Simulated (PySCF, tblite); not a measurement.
# C5H11BF2Si2: geometry, infrared bands and NMR shifts

Wanted: the infrared bands and NMR shifts of C5H11BF2Si2 (`FB(F)C[Si@@H]1CC=C[SiH2]C1`), by calculation.

Computed with tblite 0.8.0 and PySCF 2.14.0, with density-fitted response routines of our own, on a single molecule in the gas phase. Atoms count from 0, in the outputs and in this text.

**1. The starting structure**

21 atoms, charge 0, multiplicity 1; geometry from: force field or distance geometry start.

Bonds of the start (Å): F0–B1 1.46, B1–F2 1.46, B1–C3 1.58, C3–Si4 1.85, Si4–C5 1.88, C5–C6 1.48, C6–C7 1.32, C7–Si8 1.82, Si8–C9 1.87, C9–Si4 1.85, C3–H10 1.10, C3–H11 1.12, Si4–H12 1.46, C5–H13 1.11, C5–H14 1.11, C6–H15 1.11, C7–H16 1.09, Si8–H17 1.46, Si8–H18 1.50, C9–H19 1.11, C9–H20 1.12.

**2. Geometry optimisation with GFN2-xTB**

What the job is given:

```
{"job": {"kind": "relax", "xc": "GFN2-xTB", "basis": "xTB"}, "charge": 0, "multiplicity": 1}
F      4.141500    -0.068300    -1.173100
B      2.910700     0.467400    -0.602100
F      2.911100     1.914800    -0.438900
C      2.258400    -0.443100     0.519000
Si     0.446000    -0.191700     0.772800
C     -0.446000    -1.473900    -0.265600
C     -1.856600    -1.469800     0.183100
C     -2.614800    -0.396000     0.254700
Si    -1.957100     1.234400    -0.231400
C     -0.167200     1.466800     0.239700
H      2.819900    -0.338400     1.457800
H      2.392100    -1.507000     0.179600
H      0.132500    -0.413100     2.185400
H      0.075000    -2.431600    -0.059900
H     -0.387400    -1.195000    -1.340700
H     -2.319700    -2.423200     0.504100
H     -3.644600    -0.496800     0.595700
H     -2.183600     1.414200    -1.664400
H     -2.800300     2.249200     0.481500
H      0.437000     1.954800    -0.553700
H     -0.155800     2.163200     1.110600
```

On the command line:

```sh
$ OMP_NUM_THREADS=1 python probes_run.py task.json out
```

This one command runs all jobs of the session in turn.

**Question.** This job is followed by: GFN2-xTB harmonic vibrations, gas phase; GIAO PBE0/pcSseg-1 NMR shielding, non-relativistic, gas phase. What will the session give for the following? strongest single infrared mode (GFN2-xTB); zero-point energy (GFN2-xTB); ¹³C shifts against TMS (PBE0/pcSseg-1); ¹H shifts against TMS (PBE0/pcSseg-1); ¹⁹F shifts against CFCl3 (PBE0/pcSseg-1, means over atoms taken as alike); ¹¹B shifts against BF3·OEt2 (PBE0/pcSseg-1); ²⁹Si shifts against TMS (PBE0/pcSseg-1).

The runs gave:

```
                                                                 quantity                                                                  value
                                strongest single infrared mode (GFN2-xTB)                                                  2201 cm⁻¹, 484 km/mol
                                             zero-point energy (GFN2-xTB)                                                          92.5 kcal/mol
                                   ¹³C shifts against TMS (PBE0/pcSseg-1)                                     156.5, 130.2, 19.2, 3.3, -14.6 ppm
                                    ¹H shifts against TMS (PBE0/pcSseg-1)  7.30, 6.10, 4.56, 4.52, 4.46, 1.91, 1.55, 0.50, 0.43, 0.01, -0.01 ppm
¹⁹F shifts against CFCl3 (PBE0/pcSseg-1, means over atoms taken as alike)                                                              -69.9 ppm
                              ¹¹B shifts against BF3·OEt2 (PBE0/pcSseg-1)                                                               29.0 ppm
                                  ²⁹Si shifts against TMS (PBE0/pcSseg-1)                                                       -22.9, -63.4 ppm
```

What this shows: The optimisation took 165 steps and gained 1.462 eV; among the close pairs (by a distance rule), F0–B1 changed most, from 1.459 to 1.326 Å. All 57 modes are real, so the xTB geometry is a minimum. The strongest single mode, at 2201 cm⁻¹, moves mainly H17 and H18. Unscaled tight-binding wavenumbers are off by several per cent, some by more. Its intensities can rank the bands wrongly. At PBE0/pcSseg-1: The largest span, 291 ppm, is at F0, F2, where the paramagnetic term is -228 ppm.
